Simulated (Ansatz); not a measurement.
# LaAs: the cost of one run

Computed with Ansatz 0.2.0 (reference: DFT, HSE06, plane waves, PAW, unless a step's input says otherwise).

### Step 1. The structure to begin with

It takes space group Pm-3m (No. 221, cubic). Conventional cell: a = 3.744 Å, b = 3.744 Å, c = 3.744 Å, α = 90.00°, β = 90.00°, γ = 90.00°. La (site symmetry m-3m) is surrounded by 8 As at 3.24 Å. Around As (site symmetry m-3m) lie 8 La at 3.24 Å.

Coordinates:

```
CELL_PARAMETERS angstrom
3.74405 0.00000 0.00000
0.00000 3.74405 0.00000
0.00000 0.00000 3.74405
ATOMIC_POSITIONS crystal
La 0.00000 0.00000 0.00000
As 0.50000 0.50000 0.50000
```

### Step 2. Reference

input.yaml reads:

```yaml
crystal:
  lattice:
    - [3.7440549192, 0.0, 0.0]
    - [0.0, 3.7440549192, 0.0]
    - [0.0, 0.0, 3.7440549192]
  atoms:
    - { symbol: La, position: [0.0, 0.0, 0.0] }
    - { symbol: As, position: [0.5, 0.5, 0.5] }
kpoints:
  mp_grid: { grid: [4, 4, 4] }
hamiltonian:
  xc: hse06
scf:
  occupations: { method: fermi_dirac, width: 0.02 }
  n_extra_bands: 4
output:
  forces: true
  stress: true
  eigenvalues: true
```

Command:

```sh
> ansatz run input.yaml --threads 4 --pin off --max-ram 3686MiB --backend cpu --events-out ev --progress --plain --runs-dir out
```

What time and memory should one allow on 4 threads of Arm Neoverse N1, shared host?

About 16 s, with a peak of 0.84 GiB.
